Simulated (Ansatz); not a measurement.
# CuO2: magnetic states

An exercise on one series of results from a longer session: the logs are not shown, and one member is left open.

Method: DFT r2SCAN+U, scalar-relativistic, plane waves, PAW, in Ansatz 0.2.0.

## Starting point

The structure is cubic, space group Fm-3m (No. 225). The conventional cell has a = 4.924 Å, b = 4.924 Å, c = 4.924 Å, α = 90.00°, β = 90.00°, γ = 90.00°. Cu (site symmetry m-3m) is surrounded by 8 O at 2.13 Å. O (site symmetry -43m) has 4 Cu at 2.13 Å in its first shell of neighbours.

As a file:

```cif
data_structure
_symmetry_space_group_name_H-M 'P 1'
_symmetry_Int_Tables_number 1
_cell_length_a 3.4815
_cell_length_b 3.4815
_cell_length_c 3.4815
_cell_angle_alpha 60.000
_cell_angle_beta 60.000
_cell_angle_gamma 60.000
_cell_volume 29.84
loop_
_atom_site_label
_atom_site_type_symbol
_atom_site_fract_x
_atom_site_fract_y
_atom_site_fract_z
_atom_site_occupancy
Cu1 Cu 0.00000 0.00000 0.00000 1
O1 O 0.25000 0.25000 0.25000 1
O2 O 0.75000 0.75000 0.75000 1
```

This is a hypothetical structure, made by putting the elements on a prototype's sites.

The first run:

(A quick probe on a coarse mesh, which set the mesh and smearing, is not shown.)

The input, input.yaml:

```yaml
crystal:
  lattice:
    - [0.0, 2.4618215478, 2.4618215478]
    - [2.4618215478, 0.0, 2.4618215478]
    - [2.4618215478, 2.4618215478, 0.0]
  atoms:
    - { symbol: Cu, position: [0.0, 0.0, 0.0], spin: 0.83 }
    - { symbol: O, position: [0.25, 0.25, 0.25], spin: 1.24 }
    - { symbol: O, position: [0.75, 0.75, 0.75], spin: 1.24 }
basis:
  ecutwfc: 500
kpoints:
  mp_grid: { grid: [14, 14, 14] }
hamiltonian:
  xc: r2scan
  hubbard: { sites: [{ species: Cu, l: d, u_eff: 4.0 }] }
scf:
  occupations: { method: gaussian, width: 0.1 }
output:
  forces: true
  stress: true
  eigenvalues: true
  populations: true
magnetization:
  spin_polarized: true
relax:
  adjacent_minimum: "off"
  f_tol: 0.01
  max_steps: 80
  cell: { stress_tol: 0.05 }
```

Run with:

```
> ansatz run input.yaml --threads 1 --pin off --max-ram 2560MiB --backend cpu --events-out ev --progress --plain --runs-dir out
```

Among the steps run: Relaxing cell and atoms; Start: no spin polarisation; Magnetic start: ferromagnetic; Start: large parallel starting moments; Magnetic start: antiferromagnetic, doubled cell, propagation vector (0, 0, 1/2); Start: antiferromagnetic, doubled cell, propagation vector (0, 1/2, 1/2); Magnetic start: small parallel starting moments.

One table of the session follows, with a row left open; its other results are not shown here.

It belongs to the step «Which state is lowest». 

```
                                                            start  energy above the lowest (meV/atom)  pressure (GPa)
                                                    ferromagnetic                                0.00             0.0
                                  large parallel starting moments                                0.00             0.0
                                  small parallel starting moments                                0.00             0.0
  antiferromagnetic, doubled cell, propagation vector (0, 0, 1/2)                                   ?               ?
antiferromagnetic, doubled cell, propagation vector (0, 1/2, 1/2)                                 181            -5.4
                                                          no spin                                 274            -6.0
```

Q: Estimate the row for antiferromagnetic, doubled cell, propagation vector (0, 0, 1/2) from the others.

As computed: energy above the lowest (meV/atom): 138; pressure (GPa): -4.3. In the column «energy above the lowest (meV/atom)» it lies between small parallel starting moments (0.00) and antiferromagnetic, doubled cell, propagation vector (0, 1/2, 1/2) (181).

Limits of these values: Only these starts were tried, so a lower state is not ruled out. Other magnetic orders or occupations could lie lower; they were not searched in full. Warnings in the runs' records: filled band counts differ across k points, stability check not made, minimisation memory short, look outside group.
